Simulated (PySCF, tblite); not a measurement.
# C₆H₉FSi: geometry, infrared bands and NMR shifts

Wanted: the infrared bands and NMR shifts of C₆H₉FSi (`C#C/C(C)=C(\[SiH3])CF`), by calculation.

The runs use tblite 0.8.0 and PySCF 2.14.0, with density-fitted response routines of our own; the level of theory stands in each step. All values are computed, except where a source is named. Atoms count from 0, in the outputs and in this text.

## 1. The starting structure

17 atoms, charge 0, multiplicity 1; geometry from: force field or distance geometry start.

Bonds of the start (Å): C0–C1 1.20, C1–C2 1.45, C2–C3 1.46, C2–C4 1.33, C4–Si5 1.85, C4–C6 1.48, C6–F7 1.39, C0–H8 1.06, C3–H9 1.14, C3–H10 1.10, C3–H11 1.10, Si5–H12 1.48, Si5–H13 1.47, Si5–H14 1.45, C6–H15 1.08, C6–H16 1.11.

## 2. Geometry optimisation with GFN2-xTB

The job: settings as JSON, then the geometry in Å.

```
{"job": {"kind": "relax", "xc": "GFN2-xTB", "basis": "xTB"}, "charge": 0, "multiplicity": 1}
C      1.016000     2.792600    -0.040700
C      0.871300     1.597800    -0.087300
C      0.744300     0.151500    -0.135100
C      1.928800    -0.646400    -0.446200
C     -0.456900    -0.383700     0.083000
Si    -1.877600     0.744100     0.438300
C     -0.691300    -1.845500     0.029000
F     -1.636000    -2.035100    -0.976100
H      1.132900     3.847600     0.011500
H      2.372300    -1.063300     0.520200
H      2.702800     0.043800    -0.824400
H      1.760200    -1.517300    -1.092200
H     -3.061200    -0.127000     0.592400
H     -1.712900     1.398000     1.748200
H     -2.138600     1.727100    -0.594500
H      0.168700    -2.452000    -0.219100
H     -1.129800    -2.220300     0.983000
```

Launch:

```sh
OMP_NUM_THREADS=1 python probes_run.py task.json out
```

This one command runs all jobs of the session in turn.

**Question.** This job is followed by: GFN2-xTB harmonic vibrations, gas phase; GIAO PBE0/pcSseg-1 NMR shielding, non-relativistic, gas phase. Predict these results of the whole session: strongest single infrared mode (GFN2-xTB); zero-point energy (GFN2-xTB); ¹³C shifts against TMS (PBE0/pcSseg-1); ¹H shifts against TMS (PBE0/pcSseg-1, means over atoms taken as alike); ²⁹Si shifts against TMS (PBE0/pcSseg-1); ¹⁹F shifts against CFCl3 (PBE0/pcSseg-1).

As calculated:

| quantity | value |
| --- | --- |
| strongest single infrared mode (GFN2-xTB) | 804 cm⁻¹, 368 km/mol |
| zero-point energy (GFN2-xTB) | 75.9 kcal/mol |
| ¹³C shifts against TMS (PBE0/pcSseg-1) | 153.6, 133.8, 92.9, 90.1, 88.0, 22.6 ppm |
| ¹H shifts against TMS (PBE0/pcSseg-1, means over atoms taken as alike) | 5.43, 4.29, 3.13, 1.91 ppm |
| ²⁹Si shifts against TMS (PBE0/pcSseg-1) | -88.7 ppm |
| ¹⁹F shifts against CFCl3 (PBE0/pcSseg-1) | -242.1 ppm |

**Reading.** Relaxing lowered the energy by 0.305 eV in 108 steps; the close pair that moved most is C3–H9, from 1.142 to 1.090 Å. The lowest mode is imaginary (50i cm⁻¹), so the xTB geometry is not a minimum. The strongest single mode, at 804 cm⁻¹, moves mainly H12 and H13. GFN2-xTB is a fitted tight-binding method: band positions and strengths are rough. Its intensities can rank the bands wrongly. The most deshielded hydrogen is H15, H16 (mean) (hydrogen on an allylic sp3 CH2 bonded to F), at 5.43 ppm: its carbon carries F, which withdraws density. At PBE0/pcSseg-1: The largest span, 307 ppm, is at C1, where the paramagnetic term is -156 ppm.
